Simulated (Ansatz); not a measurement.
# TiW8C8: the cost of one run

Program: Ansatz 0.2.0. Level of theory: DFT PBE, plane waves, PAW, scalar-relativistic, no spin polarisation. These are calculated values, not measurements.

## Step 1: The starting structure

The cell holds 17 atoms (C8TiW8): a = 5.803 Å, b = 5.803 Å, c = 17.243 Å, α = 90.00°, β = 90.00°, γ = 120.00°.

Coordinates:

```xyz
17
Lattice="5.8034 0.0000 0.0000 -2.9017 5.0259 0.0000 0.0000 0.0000 17.2429" Properties=species:S:1:pos:R:3 pbc="T T T"
W     0.0000    0.0000    1.0000
C     1.4508    0.8376    2.4143
W     0.0000    0.0000    3.8286
C     1.4508    0.8376    5.2429
W    -1.4508    2.5129    1.0000
C     0.0000    3.3506    2.4143
W    -1.4508    2.5129    3.8286
C     0.0000    3.3506    5.2429
W     2.9017    0.0000    1.0000
C     4.3525    0.8376    2.4143
W     2.9017    0.0000    3.8286
C     4.3525    0.8376    5.2429
W     1.4508    2.5129    1.0000
C     2.9017    3.3506    2.4143
W     1.4508    2.5129    3.8286
C     2.9017    3.3506    5.2429
Ti   -2.1529    4.5696    7.1829
```

## Step 2: End point A

File input.yaml:

```yaml
crystal:
  lattice:
    - [5.8034, 0.0, 0.0]
    - [-2.9017, 5.025892, 0.0]
    - [0.0, 0.0, 17.2429]
  atoms:
    - { symbol: W, position: [0.0, 0.0, 0.0579949] }
    - { symbol: C, position: [0.3333333, 0.1666667, 0.1400171] }
    - { symbol: W, position: [0.0, 0.0, 0.2220392] }
    - { symbol: C, position: [0.3333333, 0.1666667, 0.3040614] }
    - { symbol: W, position: [0.0, 0.5, 0.0579949] }
    - { symbol: C, position: [0.3333333, 0.6666667, 0.1400171] }
    - { symbol: W, position: [0.0, 0.5, 0.2220392] }
    - { symbol: C, position: [0.3333333, 0.6666667, 0.3040614] }
    - { symbol: W, position: [0.5, 0.0, 0.0579949] }
    - { symbol: C, position: [0.8333333, 0.1666667, 0.1400171] }
    - { symbol: W, position: [0.5, 0.0, 0.2220392] }
    - { symbol: C, position: [0.8333333, 0.1666667, 0.3040614] }
    - { symbol: W, position: [0.5, 0.5, 0.0579949] }
    - { symbol: C, position: [0.8333333, 0.6666667, 0.1400171] }
    - { symbol: W, position: [0.5, 0.5, 0.2220392] }
    - { symbol: C, position: [0.8333333, 0.6666667, 0.3040614] }
    - { symbol: Ti, position: [0.0836357, 0.9092208, 0.4165715] }
basis:
  ecutwfc: 420.0
kpoints:
  mp_grid: { grid: [4, 4, 1] }
hamiltonian:
  xc: pbe
  pseudopotentials: { kind: paw, azcp: { folder: soft_1 } }
scf:
  occupations: { method: gaussian, width: 0.05 }
  lower_state_search: "off"
relax:
  f_tol: 0.03
  max_steps: 60
  adjacent_minimum: "off"
  constraints: [{ sites: [0, 4, 8, 12] }]
output:
  write_density: true
  write_potential: true
  elf: true
  volumetric_format: npy
```

Launch:

```bash
$ ansatz run input.yaml --threads 4 --pin off --max-ram 10240MiB --backend cpu --events-out ev --progress --plain --runs-dir out
```

Q: Estimate wall time and peak memory on 4 threads of Arm Neoverse V2, shared host.

About 2.1 min, with a peak of 1.5 GiB.
